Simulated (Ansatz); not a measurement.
# PmSb: the cost of one run

Program: Ansatz 0.2.0. Level of theory: DFT PBE+U (U_eff = 6 eV on Pm 4f), scalar-relativistic, plane waves, PAW. These are calculated values, not measurements.

1 further run of the same task is left out (it didn't finish). Runs told in other sessions of the task aren't counted.

### Step 1. Starting point

It takes space group Fm-3m (No. 225, cubic). The conventional cell has a = 6.340 Å, b = 6.340 Å, c = 6.340 Å, α = 90.00°, β = 90.00°, γ = 90.00°. Around Pm (site symmetry m-3m) lie 6 Sb at 3.17 Å. Sb (site symmetry m-3m) has 6 Pm at 3.17 Å in its first shell of neighbours.

Coordinates:

```cif
data_structure
_symmetry_space_group_name_H-M 'P 1'
_symmetry_Int_Tables_number 1
_cell_length_a 4.4831
_cell_length_b 4.4831
_cell_length_c 4.4831
_cell_angle_alpha 60.000
_cell_angle_beta 60.000
_cell_angle_gamma 60.000
_cell_volume 63.71
loop_
_atom_site_label
_atom_site_type_symbol
_atom_site_fract_x
_atom_site_fract_y
_atom_site_fract_z
_atom_site_occupancy
Pm1 Pm 0.50000 0.50000 0.50000 1
Sb1 Sb 0.00000 0.00000 0.00000 1
```

The moments start at Pm 4.00 μB.

### Step 2. A coarse mesh, to find the state of the open shells

The input, input.yaml:

```yaml
crystal:
  lattice:
    - [0.0, 3.17, 3.17]
    - [3.17, 0.0, 3.17]
    - [3.17, 3.17, 0.0]
  atoms:
    - { symbol: Pm, position: [0.5, 0.5, 0.5], spin: 4.0 }
    - { symbol: Sb, position: [0.0, 0.0, 0.0] }
basis:
  ecutwfc: 600
  ecutrho_ratio: 5
kpoints:
  mp_grid: { grid: [4, 4, 4] }
hamiltonian:
  xc: pbe
  hubbard: { sites: [{ species: Pm, l: f, u_eff: 6.0 }] }
scf:
  occupations: { method: gaussian, width: 0.05 }
output:
  forces: true
  stress: true
  eigenvalues: true
  populations: true
  hubbard: { sites: [{ species: Pm, l: f }] }
magnetization:
  spin_polarized: true
```

Launch:

```sh
ansatz run input.yaml --threads 2 --pin off --max-ram 2662MiB --backend cpu --events-out ev --progress --plain --runs-dir out
```

**Question.** How long does this run take on 2 threads of Arm Neoverse V2, shared host, and how much memory does it need?

About 34 s, with a peak of 0.81 GiB.
